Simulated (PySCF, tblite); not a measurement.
**C₄H₇F₂Si radical: geometry, infrared bands and EPR parameters**

Aim: predict the infrared bands and EPR parameters of C₄H₇F₂Si radical (`[H]/[C]=C(\[SiH3])CC(F)F`).

The runs use tblite 0.8.0 and PySCF 2.14.0, with density-fitted response routines of our own; the level of theory stands in each step. All values are computed, except where a source is named. Atoms are numbered from 0 throughout.

## Step 1: The molecule as given

14 atoms, charge 0, multiplicity 2; geometry from: force field or distance geometry start.

Bonds of the start (Å): C0–C1 1.31, C1–Si2 1.86, C1–C3 1.51, C3–C4 1.53, C4–F5 1.35, C4–F6 1.36, C0–H7 1.06, Si2–H8 1.48, Si2–H9 1.48, Si2–H10 1.48, C3–H11 1.08, C3–H12 1.10, C4–H13 1.08.

## Step 2: Optimising the geometry with GFN2-xTB

What the job is given:

```
{"job": {"kind": "relax", "xc": "GFN2-xTB", "basis": "xTB"}, "charge": 0, "multiplicity": 2}
C      0.074000    -2.014200     0.088500
C      0.249700    -0.743100    -0.182500
Si     1.960700    -0.076000     0.107200
C     -0.820900     0.188700    -0.691900
C     -1.518800     0.970300     0.424300
F     -0.673000     1.891900     0.937000
F     -2.550500     1.673000    -0.125500
H     -0.077400    -3.043300     0.302200
H      2.980400    -1.049000    -0.353100
H      2.115500     1.184500    -0.660400
H      2.150200     0.196300     1.547200
H     -0.410200     0.877700    -1.419000
H     -1.582100    -0.397800    -1.217200
H     -1.898300     0.340500     1.220900
```

Run with:

```bash
> OMP_NUM_THREADS=1 python probes_run.py task.json out
```

The driver reads the jobs from task.json and runs them one after another.

Standard output:

```text
step      E/eV     max force
  0    -631.22417    2.547
  1    -631.29488    2.508
  2    -631.33311    0.447
  3    -631.33949    0.222
  4    -631.34561    0.240
  5    -631.34878    0.244
  6    -631.35194    0.201
  7    -631.35616    0.206
  8    -631.36466    0.382
  9    -631.37582    0.571
 10    -631.39163    0.443
 11    -631.41890    0.379
 12    -631.42740    0.352
 13    -631.44457    0.469
 14    -631.45679    0.297
 15    -631.46823    0.243
 16    -631.47460    0.295
 17    -631.48743    0.319
 18    -631.49646    0.297
 19    -631.50432    0.190
 20    -631.50900    0.254
 21    -631.51467    0.251
 22    -631.51902    0.175
 23    -631.52345    0.115
 24    -631.52473    0.127
 25    -631.52725    0.159
 26    -631.52835    0.094
 27    -631.52928    0.066
 28    -631.52988    0.080
 29    -631.53050    0.111
 30    -631.53100    0.084
 31    -631.53138    0.050
 32    -631.53172    0.052
 33    -631.53216    0.106
 34    -631.53274    0.129
 35    -631.53339    0.096
 36    -631.53396    0.078
 37    -631.53440    0.066
 38    -631.53475    0.082
 39    -631.53507    0.076
 40    -631.53534    0.035
 41    -631.53552    0.041
 42    -631.53563    0.038
 43    -631.53573    0.041
 44    -631.53585    0.031
 45    -631.53599    0.041
 46    -631.53612    0.039
 47    -631.53626    0.040
 48    -631.53641    0.043
 49    -631.53661    0.047
 50    -631.53685    0.051
 51    -631.53709    0.052
 52    -631.53730    0.040
 53    -631.53751    0.038
 54    -631.53773    0.038
 55    -631.53794    0.037
 56    -631.53813    0.035
 57    -631.53830    0.032
 58    -631.53846    0.037
 59    -631.53861    0.031
 60    -631.53873    0.030
 61    -631.53881    0.021
 62    -631.53888    0.022
 63    -631.53897    0.024
 64    -631.53907    0.021
 65    -631.53915    0.018
 66    -631.53919    0.013
 67    -631.53922    0.013
 68    -631.53926    0.016
 69    -631.53930    0.018
 70    -631.53934    0.020
 71    -631.53938    0.016
 72    -631.53940    0.012
 73    -631.53942    0.009
```

It took 0.32 s on 1 thread of Arm Neoverse V2, shared host.

The steps of the relaxation: (not every step is listed)

```tsv
step	energy from step 0 (eV)	largest force (eV/Å)
0	0.0000	2.5469
1	-0.0707	2.5084
2	-0.1089	0.4473
3	-0.1153	0.2223
4	-0.1214	0.2398
5	-0.1246	0.2443
6	-0.1278	0.2007
7	-0.1320	0.2062
8	-0.1405	0.3816
14	-0.2326	0.2966
20	-0.2848	0.2543
26	-0.3042	0.0940
32	-0.3075	0.0519
38	-0.3106	0.0824
44	-0.3117	0.0307
50	-0.3127	0.0506
56	-0.3140	0.0347
62	-0.3147	0.0220
68	-0.3151	0.0157
69	-0.3151	0.0177
70	-0.3152	0.0199
71	-0.3152	0.0160
72	-0.3152	0.0122
73	-0.3152	0.0095
```

Distances of close pairs at the start and the end, largest changes first:

```tsv
bond	before (Å)	after (Å)	change (Å)
C1–Si2	1.859	1.945	+0.086
C0–C1	1.311	1.287	-0.024
Si2–H9	1.484	1.461	-0.023
Si2–H8	1.483	1.462	-0.021
Si2–H10	1.478	1.459	-0.019
C4–H13	1.084	1.100	+0.016
C3–C4	1.531	1.519	-0.012
C3–H11	1.083	1.092	+0.009
```

The end geometry stands in the next job.

## Step 3: Vibrational analysis with GFN2-xTB

What the job is given:

```
{"job": {"kind": "ir", "xc": "GFN2-xTB", "basis": "xTB"}, "charge": 0, "multiplicity": 2}
C     -0.110237    -2.064836     0.003077
C      0.144120    -0.825853    -0.237486
Si     1.892044    -0.060443     0.140823
C     -0.875552     0.159272    -0.752908
C     -1.447289     0.971652     0.395825
F     -0.486346     1.730623     0.985080
F     -2.385065     1.846038    -0.048633
H      0.443673    -2.902362     0.361796
H      2.878591    -1.069350    -0.242303
H      2.033493     1.144574    -0.673466
H      1.950338     0.229826     1.569466
H     -0.424576     0.849685    -1.467982
H     -1.705398    -0.360796    -1.234525
H     -1.908474     0.351496     1.179070
```

Standard output:

```text
mode    cm-1     km/mol
  1      38.5      1.52
  2      56.6      4.08
  3      92.8      1.37
  4     137.3      1.09
  5     225.1      0.31
  6     315.1      2.99
  7     359.9      2.72
  8     400.7     24.48
  9     463.8      1.69
 10     514.4      9.39
 11     526.4     47.46
 12     555.3     53.60
 13     591.1     43.29
 14     715.9     24.36
 15     750.3    284.13
 16     762.6     95.40
 17     769.9    202.27
 18     780.6    189.13
 19     891.1     25.21
 20    1006.6     19.50
 21    1023.4    176.70
 22    1072.8     31.65
 23    1099.7     85.30
 24    1166.2     16.76
 25    1244.7      4.44
 26    1277.0     21.74
 27    1307.6     35.76
 28    1452.4      6.37
 29    1723.6      0.58
 30    2280.8    295.82
 31    2281.6    229.73
 32    2307.5    273.51
 33    2900.0     27.90
 34    2989.6     16.93
 35    2992.9     12.67
 36    3177.4     27.86
```

Wall time 0.32 s (1 thread of Arm Neoverse V2, shared host).

Which atoms move in the most intense modes:

```tsv
cm⁻¹	km/mol	atoms
750	284.1	H7 39 %, C0 13 %, H10 12 %, H9 11 %
763	95.4	H9 45 %, H10 29 %, H7 12 %
770	202.3	H10 44 %, H8 41 %
781	189.1	H8 43 %, H9 38 %
1023	176.7	C4 58 %, F6 26 %
2281	295.8	H8 97 %
2282	229.7	H9 96 %
2308	273.5	H10 96 %
```

## Step 4: EPR parameters: B3LYP/pcH-1

Settings changed since step 3:

```diff
@@ -1,2 +1,2 @@
-{"job": {"kind": "ir", "xc": "GFN2-xTB", "basis": "xTB"}, "charge": 0, "multiplicity": 2}
+{"job": {"kind": "epr", "basis": "pcH-1"}, "charge": 0, "multiplicity": 2}
 C     -0.110237    -2.064836     0.003077
```

Level: UKS B3LYP, pcH-1 on C F H Si, non-relativistic, mean-field spin-orbit, GIAO.

Standard output:

```text
UKS, coarse grid
  cycle   1  E = -645.64822236  |g| = 5.35e-01
  cycle   2  E = -645.55668714  |g| = 7.86e-01
  cycle   3  E = -645.74445380  |g| = 5.72e-02
  cycle   4  E = -645.74532846  |g| = 3.54e-02
  cycle   5  E = -645.74591069  |g| = 1.17e-02
  cycle   6  E = -645.74598319  |g| = 6.49e-03
  cycle   7  E = -645.74601684  |g| = 1.91e-03
  cycle   8  E = -645.74602682  |g| = 1.04e-03
  cycle   9  E = -645.74602891  |g| = 5.04e-04
UKS, final grid
  cycle   1  E = -645.74597386  |g| = 5.12e-04
  cycle   2  E = -645.74597392  |g| = 7.19e-04
  cycle   3  E = -645.74597411  |g| = 1.32e-04
  cycle   4  E = -645.74597414  |g| = 1.21e-04
  cycle   5  E = -645.74597417  |g| = 5.65e-05
  cycle   6  E = -645.74597417  |g| = 8.77e-06
E = -645.74597417 Eh   <S^2> = 0.7584 (exact 0.7500)
g shifts (ppm)      1          2          3
  rmc          -153       -153       -153
  gc             21         13        -20
  oz_so        -745         -1        540
  total        -878       -140        367
hyperfine (MHz)  atom isotope    a_iso     a_fc   dipolar eigenvalues
    0   13C     281.11     281.24    -76.54    -56.48    133.02
    1   13C     -28.22     -28.20    -19.52      0.34     19.18
    2  29Si    -119.11    -119.28    -27.68     13.07     14.61
    3   13C      68.27      68.28     -5.78     -5.18     10.95
    4   13C      -8.29      -8.29     -0.38     -0.25      0.63
    5   19F       2.10       2.10     -3.13      0.02      3.11
    6   19F      10.12      10.10     -3.27     -2.87      6.14
    7    1H      58.89      58.89    -29.89     -7.21     37.10
    8    1H      -6.26      -6.27     -2.87     -1.31      4.18
    9    1H      25.93      25.93     -2.35     -0.45      2.80
   10    1H      -4.24      -4.24     -2.28     -1.15      3.43
   11    1H      -7.04      -7.04     -3.29     -2.24      5.53
   12    1H      -5.06      -5.06     -6.03     -1.83      7.86
   13    1H       0.05       0.05     -2.16     -1.82      3.98
```

Run time: 64 s. Hardware: 1 thread of Arm Neoverse V2, shared host; peak memory 1 GiB.

Principal g values 2.00144, 2.00218, 2.00269; g(iso) = 2.00210, against 2.00232 for a free electron.

Hyperfine couplings; where a row names several nuclei, a(iso) is their mean (it holds for fast rotation or exchange) and the dipolar term the largest among them:

```tsv
nuclei	isotope	a(iso) (MHz)	a(iso) (G, at g = 2.0023)	largest dipolar term (MHz)
C0	13C	281.1	100.3	133.0
Si2	29Si	-119.1	-42.5	-27.7
C3	13C	68.3	24.4	11.0
H7	1H	58.9	21.0	37.1
C1	13C	-28.2	-10.1	-19.5
C4	13C	-8.3	-3.0	0.6
F5, F6	19F	6.1	2.2	6.1
H11, H12	1H	-6.1	-2.2	7.9
H8, H9, H10	1H	5.1	1.8	4.2
H13	1H	0.1	0.0	4.0
```

Mulliken spin populations:

C0 0.97; C1 -0.15; Si2 0.11; C3 0.05; C4 0.00; F5 0.00; F6 0.00; H7 0.01; H8 0.00; H9 0.02; H10 0.00; H11 0.00; H12 0.01; H13 0.00

In first order the couplings over 0.8 MHz of 1H, 19F give 72 distinct lines over 35.2 G, if the averaged nuclei exchange fast.

The fields below are evaluated on a grid from the run's orbitals.

ELF in a plane through or near 4 of the atoms.

Ten even steps from '0' (0.00) to '9' (1.00):
```
0000000000000000000000000000
0000000000000000000000000000
0000000000000000000000000000
0000000000000000000000000000
0000000000110000000000000000
0000000012332003553000000000
0000011123442016875002100000
0002577513211015662167520000
0016899818613001343578731000
0017999940278413741777841000
0006999843887654883357631000
0001232001463463332002200000
0000000002578731100000000000
0000000489553740000000000000
0000001899955972000000000000
0000001799878984000000000000
0000000254347873000000000000
0000000000012310000000000000
0000000000000000000000000000
0000000000000000000000000000
```
The map spans 11.3 Å across and 9.8 Å up, centred on the molecule. Atoms in the plane (x, y in Å): C0 (-0.9, -1.9), Si2 (-1.7, 0.9), C4 (1.7, 0.2), F6 (3.0, 0.5).

On the surface of density 0.002 e/bohr³ the electrostatic potential runs, from the 1st to the 99th percentile, from -0.85 V near F6 to 1.27 V near H7.

The spin density lies nearest to C0 67 %; H7 9 %; C1 9 % (both signs).

## Step 5: Outcome

| quantity | value |
| --- | --- |
| strongest single infrared mode (GFN2-xTB) | 2281 cm⁻¹, 296 km/mol |
| zero-point energy (GFN2-xTB) | 57.5 kcal/mol |
| g(iso) (B3LYP) | 2.00210 |
| ⟨S²⟩ | 0.758 (exact 0.75) |
| largest a(iso) (averaged by class) | 13C on C0, 281.1 MHz |
| surface potential, 1st and 99th percentile | -0.85 V and 1.27 V |

**Reading.** Relaxing lowered the energy by 0.315 eV in 73 steps; the close pair that moved most is C1–Si2, from 1.859 to 1.945 Å. No mode is imaginary among the 36: a minimum at this level. Unscaled tight-binding wavenumbers are off by several per cent, some by more. Its intensities can rank the bands wrongly. Most of the unpaired spin sits on C0 (0.97 e). The isotropic g lies 0.2 ppt below the free-electron value.
